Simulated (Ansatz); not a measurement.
# Ga13Sb14 wurtzite other sphere (Ga13Sb14H34+): a ladder of methods and basis sets

One table from this session's results is given with a row withheld; the runs are named, their logs left out.

Computed with Ansatz 0.2.0, Gaussian basis. Level: as each input shows.

Levels to be run: PBE-D4/def2-SVP, r2SCAN-D4/def2-SVP, B3LYP-D4/def2-SVP, r2SCAN-D4/def2-mTZVP.

2 further runs of the same task are left out: 1 for a known fault of the program, 1 set aside as unsound or not needed.

## The relaxed structure

The geometry is that of the singlet, from an earlier relaxation (PBE-D4/def2-SVP).

61 atoms, charge 1, spin multiplicity 1.

Atoms are counted from 1 here; the program's logs count them from 0.

Bond lengths: Sb1–Ga2 2.724 Å, Sb1–Ga7 2.692 Å, Sb1–H28 1.715 Å, Sb1–H29 1.716 Å, Ga2–Sb3 2.679 Å, Ga2–Sb9 2.633 Å, Ga2–H30 1.576 Å, Sb3–Ga5 2.679 Å, Sb3–H31 1.715 Å, Sb3–H32 1.710 Å, Sb4–Ga5 2.724 Å, Sb4–Ga12 2.692 Å, Sb4–H33 1.716 Å, Sb4–H34 1.715 Å, Ga5–Sb14 2.633 Å, Ga5–H35 1.575 Å, Sb6–Ga7 2.692 Å, Sb6–Ga8 2.724 Å and more. Angles: Ga2–Sb1–Ga7 120.0°, Ga2–Sb1–H28 108.4°, Ga2–Sb1–H29 114.6°, Ga7–Sb1–H28 106.1°, Ga7–Sb1–H29 108.5°, H28–Sb1–H29 96.3°, Sb1–Ga2–Sb3 104.0°, Sb1–Ga2–Sb9 106.4°, Sb1–Ga2–H30 107.2°, Sb3–Ga2–Sb9 103.7°, Sb3–Ga2–H30 113.2°, Sb9–Ga2–H30 120.9°, Ga2–Sb3–Ga5 121.7°, Ga2–Sb3–H31 112.0°, Ga2–Sb3–H32 104.8°, Ga5–Sb3–H31 112.1°, Ga5–Sb3–H32 104.7°, H31–Sb3–H32 98.2° and more.

Sb takes a core potential in the def2 sets. No spin-orbit coupling is included. The ion is computed in the gas phase, without counter-ions or solvent.

PBE0-D4/def2-SVP was run before; its log isn't repeated, and its numbers join the tables.

Set-up of the first run:

start.molden holds the orbitals of an earlier run on this state, given as this run's starting guess.

Contents of in.yaml:

```yaml
crystal:
  periodic: [false, false, false]
  atoms:
    - {symbol: Sb, position_ang: [-1.983182, -3.755640, -2.247558]}
    - {symbol: Ga, position_ang: [-2.039575, -3.874559, 0.473499]}
    - {symbol: Sb, position_ang: [-4.177064, -2.405487, 1.144391]}
    - {symbol: Sb, position_ang: [-4.244732, 0.164016, -2.251734]}
    - {symbol: Ga, position_ang: [-4.375436, 0.179198, 0.469168]}
    - {symbol: Sb, position_ang: [1.985363, -3.755970, -2.244828]}
    - {symbol: Ga, position_ang: [0.002152, -2.435849, -3.498214]}
    - {symbol: Ga, position_ang: [2.035514, -3.875250, 0.476517]}
    - {symbol: Sb, position_ang: [-0.002334, -2.438078, 1.322650]}
    - {symbol: Ga, position_ang: [0.008613, -2.599046, 4.077470]}
    - {symbol: Sb, position_ang: [0.000659, -0.002743, -2.431933]}
    - {symbol: Ga, position_ang: [-2.103983, 1.215961, -3.500125]}
    - {symbol: Ga, position_ang: [-0.000245, -0.002701, 0.250426]}
    - {symbol: Sb, position_ang: [-2.109762, 1.216497, 1.320510]}
    - {symbol: Sb, position_ang: [-0.000502, 0.000306, 4.665641]}
    - {symbol: Ga, position_ang: [-2.254822, 1.293751, 4.074699]}
    - {symbol: Sb, position_ang: [-2.260129, 3.594221, -2.247071]}
    - {symbol: Ga, position_ang: [-2.337849, 3.699532, 0.474260]}
    - {symbol: Sb, position_ang: [4.173769, -2.408010, 1.148948]}
    - {symbol: Sb, position_ang: [4.245144, 0.161933, -2.247952]}
    - {symbol: Ga, position_ang: [2.106495, 1.214760, -3.499259]}
    - {symbol: Ga, position_ang: [4.374100, 0.176418, 0.473188]}
    - {symbol: Sb, position_ang: [2.108734, 1.216260, 1.322105]}
    - {symbol: Ga, position_ang: [2.249988, 1.300738, 4.076504]}
    - {symbol: Sb, position_ang: [2.259634, 3.593388, -2.247288]}
    - {symbol: Ga, position_ang: [2.337745, 3.698473, 0.473833]}
    - {symbol: Sb, position_ang: [0.000204, 4.819133, 1.148818]}
    - {symbol: H, position_ang: [-1.948816, -5.357432, -2.859375]}
    - {symbol: H, position_ang: [-3.472771, -3.309879, -2.972656]}
    - {symbol: H, position_ang: [-2.181319, -5.392400, 0.871331]}
    - {symbol: H, position_ang: [-5.644910, -3.253881, 0.886878]}
    - {symbol: H, position_ang: [-4.190182, -2.410810, 2.854545]}
    - {symbol: H, position_ang: [-4.614461, -1.346138, -2.977009]}
    - {symbol: H, position_ang: [-5.609050, 1.004100, -2.863166]}
    - {symbol: H, position_ang: [-5.758153, 0.821446, 0.866388]}
    - {symbol: H, position_ang: [1.950445, -5.357343, -2.857581]}
    - {symbol: H, position_ang: [3.476225, -3.311203, -2.968113]}
    - {symbol: H, position_ang: [0.003016, -2.577132, -5.065421]}
    - {symbol: H, position_ang: [2.176544, -5.393232, 0.874188]}
    - {symbol: H, position_ang: [-1.387593, -3.283492, 4.364350]}
    - {symbol: H, position_ang: [1.415672, -3.267835, 4.349872]}
    - {symbol: H, position_ang: [-2.223313, 1.288094, -5.067534]}
    - {symbol: H, position_ang: [-0.001581, 0.000943, 6.386120]}
    - {symbol: H, position_ang: [-3.538719, 0.413283, 4.352236]}
    - {symbol: H, position_ang: [-2.145605, 2.845877, 4.356772]}
    - {symbol: H, position_ang: [-3.670950, 4.355579, -2.856280]}
    - {symbol: H, position_ang: [-1.138260, 4.669964, -2.973340]}
    - {symbol: H, position_ang: [-3.584728, 4.576898, 0.871388]}
    - {symbol: H, position_ang: [5.640637, -3.257270, 0.888680]}
    - {symbol: H, position_ang: [4.188577, -2.414098, 2.859064]}
    - {symbol: H, position_ang: [4.615429, -1.347794, -2.973825]}
    - {symbol: H, position_ang: [5.610443, 1.002011, -2.857199]}
    - {symbol: H, position_ang: [2.227141, 1.285226, -5.066624]}
    - {symbol: H, position_ang: [5.757160, 0.818023, 0.870421]}
    - {symbol: H, position_ang: [3.536606, 0.425263, 4.357354]}
    - {symbol: H, position_ang: [2.135651, 2.853288, 4.354252]}
    - {symbol: H, position_ang: [1.131635, 4.664165, -2.971350]}
    - {symbol: H, position_ang: [3.666150, 4.360922, -2.858654]}
    - {symbol: H, position_ang: [3.584806, 4.575678, 0.870751]}
    - {symbol: H, position_ang: [0.000393, 4.834173, 2.859020]}
    - {symbol: H, position_ang: [0.000479, 6.514356, 0.890153]}
basis:
  gaussian: {orbitals: def2-SVP, fitting: {mean_field: def2-universal-jkfit}, initial_orbitals: start.molden}
total_charge: 1
hamiltonian: {xc: pbe, dispersion: d4}
scf: {omitted_lower_state_checks: [starts]}
output: {orbitals: {seedname: orbitals}}
```

Command:

```console
> ansatz run in.yaml --threads 10 --pin off --events-out ev --progress --plain --max-ram 110592MiB --backend cuda --devices 0, --max-vram 75GiB
```

Steps of the session up to this table: PBE-D4/def2-SVP; r2SCAN-D4/def2-SVP; B3LYP-D4/def2-SVP; r2SCAN-D4/def2-mTZVP.

One table of the session follows, with a row left open; its other results are not shown here.

```
               level  HOMO (eV)  LUMO (eV)  gap (eV)
     PBE-D4/def2-SVP      -7.70      -5.40      2.30
  r2SCAN-D4/def2-SVP      -7.92      -5.36      2.56
r2SCAN-D4/def2-mTZVP      -7.97      -5.43      2.54
   B3LYP-D4/def2-SVP      -8.39      -4.92      3.47
    PBE0-D4/def2-SVP          ?          ?         ?
```

**Question.** Estimate the row for PBE0-D4/def2-SVP.

As computed: HOMO (eV): -8.58; LUMO (eV): -4.83; gap (eV): 3.75. In the column «HOMO (eV)» it is the lowest.
